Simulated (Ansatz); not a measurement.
**TaCl (septet): the correlation ladder, def2-TZVPP**

An exercise on one series of results from a longer session: the logs are not shown, and one member is left open.

The runs use Ansatz 0.2.0, Gaussian basis; def2-TZVPP, core rule «outside noble gas», up to 9 orbitals frozen.

To be run: UHF; ROHF; CCSD(T) on UHF.

### The system

The geometry is a PBE0/def2-TZVP stationary point (not a proven minimum). No spin-orbit coupling is included. Elements past krypton take def2 core potentials.

2 atoms, charge 0, spin multiplicity 7.

Atoms are counted from 1 here; the program's logs count them from 0.

Bond lengths: Ta1–Cl2 2.875 Å.

Geometry (Å):

```xyz
2

Ta    0.00000    0.00000    0.00000
Cl    0.00000    0.00000    2.87520
```

Set-up of the first run:

Contents of in.yaml:

```yaml
crystal:
  periodic: [false, false, false]
  atoms:
    - {symbol: Ta, position_ang: [0.000000, 0.000000, 0.000000]}
    - {symbol: Cl, position_ang: [0.000000, 0.000000, 2.875200]}
basis:
  gaussian: {orbitals: def2-TZVPP}
magnetization: {spin_polarized: true, initial_magnetization: 6}
hamiltonian: {xc: hf}
output: {orbitals: {seedname: orbitals}}
```

Command:

```console
ansatz run in.yaml --threads 1 --pin off --events-out ev --progress --plain --max-ram 4096MiB --backend cpu
```

Steps of the session up to this table: UHF; ROHF; CCSD(T) on UHF.

One table of the session follows, with a row left open; its other results are not shown here.

| method | from UCCSD(T) (kJ/mol) |
| --- | --- |
| ROHF | +706.5 |
| UHF | +676.4 |
| UMP2 | ? |
| UCCSD | +22.6 |
| UCCSD(T) | 0 |

Q: Estimate the row for UMP2 from the others.

**Answer.** from UCCSD(T) (kJ/mol): +106.0. In the column «from UCCSD(T) (kJ/mol)» it lies between UCCSD (+22.6) and UHF (+676.4).
